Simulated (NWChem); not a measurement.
# Plane-wave run on NaCl (space group Fm-3m)

```
NaCl
1.0
    0.00000     2.79406     2.79406
    2.79406     0.00000     2.79406
    2.79406     2.79406     0.00000
Na Cl
1 1
Direct
  0.00000   0.00000   0.00000
  0.50000   0.50000   0.50000
```

Everything below was run with NWChem. Origin of the cell: Materials Project cell, not relaxed here.

Norm-conserving pseudopotentials with valence charges Na 1, Cl 7, fixed occupations, no spin-orbit coupling, density cut at twice the wavefunction cutoff.

The program generates the PBEsol runs' potentials with LDA.

Level: PBEsol, Troullier-Martins, cutoff 30 Ha, density from a 4×4×4 mesh. Bands run along Γ–X–U|K–Γ–L–W–X with k in units of the cell's reciprocal vectors.

### Question
Give the band energies at the labelled points, in eV from the valence-band top.

### Answer
| point | k | band 1 | band 2 | band 3 | band 4 | band 5 | band 6 |
|---|---|---|---|---|---|---|---|
| Γ | 0.000 0.000 0.000 | -12.65 | 0.00 | 0.00 | 0.00 | 5.06 | 10.98 |
| X | 0.500 0.000 0.500 | -12.23 | -1.77 | -0.63 | -0.63 | 7.49 | 7.94 |
| U | 0.625 0.250 0.625 | -12.22 | -1.50 | -1.18 | -0.53 | 8.16 | 8.99 |
| K | 0.375 0.375 0.750 | -12.22 | -1.50 | -1.18 | -0.53 | 8.16 | 8.99 |
| L | 0.500 0.500 0.500 | -12.30 | -2.03 | -0.28 | -0.28 | 7.17 | 10.71 |
| W | 0.500 0.250 0.750 | -12.21 | -1.27 | -1.26 | -0.80 | 8.81 | 9.65 |
Bands up to 4 are filled.
